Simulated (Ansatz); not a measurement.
# AlN: the cost of one run

Computed with Ansatz 0.2.0 (DFT r²SCAN, frozen-core PAW and all-electron LAPW, scalar-relativistic unless said, unless a step's input says otherwise).

The COD entry's cell or inner coordinates are ideal or old and differ from later refinements, so a difference from it is no clean test against experiment.

1 further run of the same task is left out (set aside as unsound or not needed).

**1. The starting structure**

Symmetry: P6_3mc, No. 186, hexagonal system. Conventional cell: a = 3.113 Å, b = 3.113 Å, c = 4.981 Å, α = 90.00°, β = 90.00°, γ = 120.00°. Around Al (site symmetry 3m) lie 4 N at 1.89 Å. Around N (site symmetry 3m) lie 4 Al at 1.89 Å.

Structure file:

```cif
data_structure
_symmetry_space_group_name_H-M 'P6_3mc'
_symmetry_Int_Tables_number 186
_cell_length_a 3.1130
_cell_length_b 3.1130
_cell_length_c 4.9810
_cell_angle_alpha 90.000
_cell_angle_beta 90.000
_cell_angle_gamma 120.000
_cell_volume 41.80
loop_
_atom_site_label
_atom_site_type_symbol
_atom_site_symmetry_multiplicity
_atom_site_Wyckoff_symbol
_atom_site_fract_x
_atom_site_fract_y
_atom_site_fract_z
_atom_site_occupancy
Al1 Al 2 b 0.33333 0.66667 0.00000 1
N1 N 2 b 0.33333 0.66667 0.38000 1
```

Cartesian axes are those of the input's lattice vectors. The structure goes back to a database entry.

**2. Cell and atoms relaxed, PAW**

input.yaml reads:

```yaml
crystal:
  lattice:
    - [3.11300000001, 0.0, 0.0]
    - [-1.5565, 2.69593708199, 0.0]
    - [0.0, 0.0, 4.981]
  atoms:
    - { symbol: Al, position: [0.333333333333, 0.666666666667, 0.0] }
    - { symbol: Al, position: [0.666666666667, 0.333333333333, 0.5] }
    - { symbol: "N", position: [0.333333333333, 0.666666666667, 0.38] }
    - { symbol: "N", position: [0.666666666667, 0.333333333333, 0.88] }
kpoints:
  mp_grid: { grid: [12, 12, 6] }
scf:
  occupations: { method: fermi_dirac, width: 0.1 }
hamiltonian:
  xc: r2scan
  pseudopotentials: { kind: paw }
relax:
  f_tol: 0.002
  max_steps: 80
  cell: {}
output:
  forces: true
  stress: true
  write_density: true
  write_potential: true
  elf: true
  volumetric_format: npy
```

Started as:

```bash
$ ansatz run input.yaml --threads 2 --pin off --max-ram 5120MiB --backend cpu --events-out ev --progress --plain --runs-dir out
```

What time and memory should one allow on 2 threads of Arm Neoverse V1, shared host?

About 19 s, with a peak of 0.43 GiB.
